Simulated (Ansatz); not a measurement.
# HF/cc-pVDZ run of CH4F2Si (SMILES C[SiH](F)F)

Aim: the electronic atomisation energy of CH4F2Si at HF/cc-pVDZ, from 5 runs. 

Program for the calculation: Ansatz 0.2.0.

61 further runs of the same task are left out: 1 that didn't finish, 60 set aside as unsound or not needed.

## 1. The structure to begin with

CH4F2Si: 8 atoms, total charge 0, spin state singlet. SMILES: `C[SiH](F)F`. The coordinates come from a PBE0-D4/def2-TZVP relaxation.

Bond lengths: C1–Si2 1.840 Å, Si2–F3 1.591 Å, Si2–F4 1.591 Å, C1–H5 1.092 Å, C1–H6 1.093 Å, C1–H7 1.093 Å, Si2–H8 1.477 Å. Some angles: C1–Si2–F3 109.8°, C1–Si2–F4 109.8°, F3–Si2–F4 106.8°, C1–Si2–H8 114.8°, F3–Si2–H8 107.6°, F4–Si2–H8 107.6°, Si2–C1–H5 110.7°, Si2–C1–H6 110.6°, Si2–C1–H7 110.6°, H5–C1–H6 108.3°.

## 2. A single-point energy at HF/cc-pVDZ

run.yaml

```yaml
basis:
  gaussian: {orbitals: cc-pVDZ}
crystal:
  periodic: [false, false, false]
  atoms:
    - symbol: C
      position_ang: [-0.387100, 0.881700, -0.174700]
    - symbol: Si
      position_ang: [0.329300, -0.775200, 0.180600]
    - symbol: F
      position_ang: [1.916300, -0.678300, 0.226700]
    - symbol: F
      position_ang: [-0.035400, -1.783900, -0.994000]
    - symbol: H
      position_ang: [-0.013400, 1.269000, -1.125400]
    - symbol: H
      position_ang: [-0.122700, 1.591000, 0.613300]
    - symbol: H
      position_ang: [-1.476800, 0.824400, -0.231400]
    - symbol: H
      position_ang: [-0.118100, -1.385700, 1.449000]
hamiltonian: {xc: hf}
accuracy: high
output: {orbitals: {seedname: orbitals}}
```

On the command line:

```bash
$ ansatz run run.yaml --threads 1 --pin off --max-ram 3480MiB --events-out events.jsonl --progress --plain --runs-dir runs
```

Output:

```text
Warning: RAYON_NUM_THREADS=1 ignored (pool sized by the plan → 1); use --threads N
Functional definition: HF
  name "HF"
  exchange = exact_x
  correlation = 0
1820 factors; integrals over basis functions are off by at most 3.9e-9 eV
mean field evaluation 1: about -14368.8989 eV, gradient 3.6e1 eV
mean field evaluation 2: about -14368.9608 eV, gradient 3.6e1 eV
mean field evaluation 4: about -14371.5125 eV, gradient 2.6e0 eV
mean field evaluation 8: about -14371.5398 eV, gradient 1.5e-1 eV
mean field -14371.53986841 eV, -528.1443487845 hartree, gradient 5.5e-8 eV, S^2 0.000000; 0 other end points of the search recorded, 0 dependent functions left out
reference -14371.53986841 eV, -528.1443487845 hartree; 21, 21 occupied and 59, 59 virtual orbitals, 1820 factors
Total energy: -14371.53986841 eV, -528.1443487845 hartree
```

It took 2.6 s on 1 thread of Arm Neoverse V1, shared host; peak memory 0.2 GiB.

## 3. The C atom, same level

job.yaml

```yaml
crystal:
  periodic: [false, false, false]
  atoms:
    - {symbol: C, position_ang: [0.000000, 0.000000, 0.000000]}
basis:
  gaussian: {orbitals: cc-pVDZ}
accuracy: high
magnetization: {spin_polarized: true, initial_magnetization: 2}
hamiltonian: {xc: hf}
```

On the command line:

```bash
$ ansatz run job.yaml --threads 1 --pin off --max-ram 3480MiB --events-out events.jsonl --progress --plain --runs-dir runs
```

Output:

```text
Warning: RAYON_NUM_THREADS=1 ignored (pool sized by the plan → 1); use --threads N
[... 4 set-up lines as earlier in the session ...]
96 factors; integrals over basis functions are off by at most 1.3e-9 eV
mean field evaluation 1: about -1025.2062 eV, gradient 5.9e0 eV
mean field evaluation 2: about -1025.2078 eV, gradient 5.9e0 eV
mean field evaluation 4: about -1025.5029 eV, gradient 2.3e-1 eV
mean field evaluation 8: about -1025.5031 eV, gradient 1.1e-3 eV
mean field evaluation 16: about -1025.5026 eV, gradient 1.8e-1 eV
mean field -1025.50311696 eV, -37.6865444373 hartree, gradient 3.1e-8 eV, S^2 2.006315; 0 other end points of the search recorded, 0 dependent functions left out
reference -1025.50311696 eV, -37.6865444373 hartree; 4, 2 occupied and 10, 12 virtual orbitals, 96 factors
Total energy: -1025.50311696 eV, -37.6865444373 hartree
```

Run time: 0.06 s. Hardware: 1 thread of Arm Neoverse V1, shared host.

## 4. The F atom

input.yaml

```yaml
crystal:
  periodic: [false, false, false]
  atoms:
    - {symbol: F, position_ang: [0.000000, 0.000000, 0.000000]}
basis:
  gaussian: {orbitals: cc-pVDZ}
magnetization: {spin_polarized: true, initial_magnetization: 1}
accuracy: high
hamiltonian: {xc: hf}
```

Run the same way, it converges to -99.37524 Eh (log not shown).

## 5. The H atom

molecule.yaml

```yaml
crystal:
  periodic: [false, false, false]
  atoms:
    - symbol: H
      position_ang: [0.000000, 0.000000, 0.000000]
basis:
  gaussian:
    orbitals: cc-pVDZ
magnetization:
  spin_polarized: true
  initial_magnetization: 1
hamiltonian:
  xc: hf
accuracy: high
```

Run the same way, it converges to -0.49928 Eh (log not shown).

## 6. The Si atom, same level

molecule.yaml

```yaml
crystal:
  periodic: [false, false, false]
  atoms:
    - {symbol: Si, position_ang: [0.000000, 0.000000, 0.000000]}
basis:
  gaussian:
    orbitals: cc-pVDZ
magnetization:
  spin_polarized: true
  initial_magnetization: 2
hamiltonian:
  xc: hf
accuracy: high
```

On the command line:

```bash
$ ansatz run molecule.yaml --threads 1 --pin off --max-ram 3480MiB --events-out events.jsonl --progress --plain --runs-dir runs
```

Output:

```text
Warning: RAYON_NUM_THREADS=1 ignored (pool sized by the plan → 1); use --threads N
[... 4 set-up lines as earlier in the session ...]
144 factors; integrals over basis functions are off by at most 3.2e-9 eV
mean field evaluation 1: about -7859.8102 eV, gradient 3.7e0 eV
mean field evaluation 2: about -7859.8164 eV, gradient 3.7e0 eV
mean field evaluation 4: about -7860.0119 eV, gradient 1.3e-1 eV
mean field evaluation 8: about -7860.0110 eV, gradient 2.5e-8 eV
mean field evaluation 16: about -7860.0169 eV, gradient 2.9e-3 eV
mean field evaluation 32: about -7860.0110 eV, gradient 1.2e-6 eV
mean field -7860.01100063 eV, -288.8500765663 hartree, gradient 2.4e-8 eV, S^2 2.010950; 3 other end points of the search recorded, 0 dependent functions left out
reference -7860.01100063 eV, -288.8500765663 hartree; 8, 6 occupied and 10, 12 virtual orbitals, 144 factors
Total energy: -7860.01100063 eV, -288.8500765663 hartree
```

Run time: 0.13 s. Hardware: 1 thread of Arm Neoverse V1, shared host.

## 7. Summary of results

Level: HF/cc-pVDZ.

| quantity | value |
| --- | --- |
| molecule: total energy | -528.14435 Eh |
| molecule: HOMO energy | -12.91 eV |
| molecule: LUMO energy | 4.83 eV |
| molecule: HOMO–LUMO gap | 17.74 eV |
| C atom: total energy | -37.68654 Eh |
| C atom: ⟨S²⟩ | 2.006 |
| F atom: total energy | -99.37524 Eh |
| F atom: ⟨S²⟩ | 0.752 |
| H atom: total energy | -0.49928 Eh |
| H atom: ⟨S²⟩ | 0.750 |
| Si atom: total energy | -288.85008 Eh |
| Si atom: ⟨S²⟩ | 2.011 |
| electronic atomisation energy | 23.405 eV |

In words: Taking the molecule apart into free atoms costs 23.41 eV (540 kcal/mol), before zero-point energy and without spin-orbit coupling. Hartree–Fock lacks the correlation of the bonding pairs, which as a rule makes this value much too low; in minimal bases other errors can mask that.
